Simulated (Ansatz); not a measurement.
# wB97M-V/def2-SVPD run of AlClF2 (SMILES [F][Al]([F])[Cl])

Aim: the vertical singlet–triplet gap of AlClF2 at wB97M-V/def2-SVPD, from 2 runs. 

The results are computed with Ansatz 0.2.0.

46 further runs of the same task are left out: 46 set aside as unsound or not needed.

**1. Starting point**

The species is AlClF2 (4 atoms), meant as a singlet with charge 0. As SMILES, `[F][Al]([F])[Cl]`. The shape is that of a PBE0-D4/def2-TZVP optimisation.

Bond lengths: F1–Al2 1.631 Å, Al2–F3 1.631 Å, Al2–Cl4 2.061 Å. Angles: F1–Al2–F3 119.0°, F1–Al2–Cl4 120.5°, F3–Al2–Cl4 120.5°.

**2. The energy at wB97M-V/def2-SVPD**

The input, molecule.yaml:

```yaml
crystal:
  periodic: [false, false, false]
  atoms:
    - {symbol: F, position_ang: [0.997200, 0.721760, 1.149640]}
    - {symbol: Al, position_ang: [0.069280, -0.050750, 0.053570]}
    - {symbol: F, position_ang: [0.273490, -1.653820, -0.164660]}
    - {symbol: Cl, position_ang: [-1.339980, 0.982810, -1.038560]}
basis:
  gaussian: {orbitals: def2-SVPD}
hamiltonian: {xc: {name: wB97M-V}}
accuracy: high
output: {orbitals: {seedname: orbitals}}
```

The run is started by

```
ansatz run molecule.yaml --threads 1 --pin off --max-ram 3480MiB --events-out events.jsonl --progress --plain --runs-dir runs
```

Log:

```text
Warning: RAYON_NUM_THREADS=1 ignored (pool sized by the plan → 1); use --threads N
Functional definition: wB97M-V
  name "wB97M-V"
  parameter omega = 0.3/bohr
  parameter cx = 0.15
  parameter cx01 = 1.007
  parameter cx10 = 0.259
  parameter css00 = 0.443
  parameter css04 = -1.437
  parameter css10 = -4.535
  parameter css20 = -3.390
  parameter css43 = 4.278
  parameter cos00 = 1.000
  parameter cos10 = 1.358
  parameter cos20 = 2.924
  parameter cos21 = -8.812
  parameter cos60 = -1.390
  parameter cos61 = 9.142
  parameter b = 6.0
  parameter c = 0.01
  gx(w, u) = 1 - cx + cx01*u + cx10*w
  gss(w, u) = css00 + css04*u^4 + css10*w + css20*w^2 + css43*w^4*u^3
  gos(w, u) = cos00 + cos10*w + (cos20 + cos21*u)*w^2 + (cos60 + cos61*u)*w^6
  exchange = spin_sum(e_x_unif_sr(omega)*gx(b97_w, b97_u_x)) + cx*exact_x_sr(omega) + exact_x_lr(omega)
  correlation = spin_sum(e_c_pw_mod_same_spin*gss(b97_w, b97_u_same))
      + integral(e_c_pw_mod_opposite_spin*gos(b97_w_opposite, b97_u_opposite)) + vv10(b, c)
1804 factors; integrals over basis functions are off by at most 3.3e-9 eV
452 factors; integrals over basis functions are off by at most 1.5e-9 eV
mean field evaluation 1: about -24543.7540 eV, gradient 4.7e1 eV
mean field evaluation 2: about -24542.9868 eV, gradient 5.7e1 eV
mean field evaluation 4: about -24547.4846 eV, gradient 9.4e-1 eV
mean field evaluation 8: about -24547.5425 eV, gradient 4.9e-2 eV
mean field evaluation 16: about -24547.5426 eV, gradient 1.0e-5 eV
mean field -24547.54257046 eV, -902.1055505426 hartree, gradient 1.5e-8 eV, S^2 0.000000; 0 other end points of the search recorded, 0 dependent functions left out
reference -24547.54257514 eV, -902.1055507145 hartree; 24, 24 occupied and 73, 73 virtual orbitals, 1804 factors
Total energy: -24547.54257514 eV, -902.1055507145 hartree
```

It took 61 s on 1 thread of Arm Neoverse V2, shared host; peak memory 0.57 GiB.

**3. The triplet at the same level**

The input, job.yaml:

```yaml
crystal:
  periodic: [false, false, false]
  atoms:
    - {symbol: F, position_ang: [0.997200, 0.721760, 1.149640]}
    - {symbol: Al, position_ang: [0.069280, -0.050750, 0.053570]}
    - {symbol: F, position_ang: [0.273490, -1.653820, -0.164660]}
    - {symbol: Cl, position_ang: [-1.339980, 0.982810, -1.038560]}
basis:
  gaussian:
    orbitals: def2-SVPD
magnetization:
  spin_polarized: true
  initial_magnetization: 2
hamiltonian:
  xc: {name: wB97M-V}
accuracy: high
output: {orbitals: {seedname: orbitals}}
```

The run is started by

```
ansatz run job.yaml --threads 1 --pin off --max-ram 3480MiB --events-out events.jsonl --progress --plain --runs-dir runs
```

Log (excerpt; [...] marks lines left out):

```text
Warning: RAYON_NUM_THREADS=1 ignored (pool sized by the plan → 1); use --threads N
[... 2 set-up lines as earlier in the session ...]
[...]
  gx(w, u) = 1 - cx + cx01*u + cx10*w
  gss(w, u) = css00 + css04*u^4 + css10*w + css20*w^2 + css43*w^4*u^3
  gos(w, u) = cos00 + cos10*w + (cos20 + cos21*u)*w^2 + (cos60 + cos61*u)*w^6
[...]
      + integral(e_c_pw_mod_opposite_spin*gos(b97_w_opposite, b97_u_opposite)) + vv10(b, c)
1804 factors; integrals over basis functions are off by at most 3.3e-9 eV
452 factors; integrals over basis functions are off by at most 1.5e-9 eV
[...]
mean field -24540.09805541 eV, -901.8319696602 hartree, gradient 1.1e-8 eV, S^2 2.002731; 4 other end points of the search recorded, 0 dependent functions left out
reference -24540.09805834 eV, -901.8319697683 hartree; 25, 23 occupied and 72, 74 virtual orbitals, 1804 factors
Total energy: -24540.09805834 eV, -901.8319697683 hartree
```

Wall time 2.9 min (1 thread of Arm Neoverse V2, shared host); peak memory 1 GiB.

**4. Outcome**

Level: wB97M-V/def2-SVPD.

| quantity | value |
| --- | --- |
| singlet: total energy | -902.10555 Eh |
| singlet: HOMO energy | -12.40 eV |
| singlet: LUMO energy | -0.30 eV |
| singlet: HOMO–LUMO gap | 12.10 eV |
| triplet: total energy | -901.83197 Eh |
| triplet: HOMO energy (highest over α and β) | -5.38 eV |
| triplet: ⟨S²⟩ | 2.003 |
| vertical energy of the triplet above the singlet | 7.445 eV |

**Reading.** At this shape the triplet lies 7.44 eV (718 kJ/mol) above the singlet.
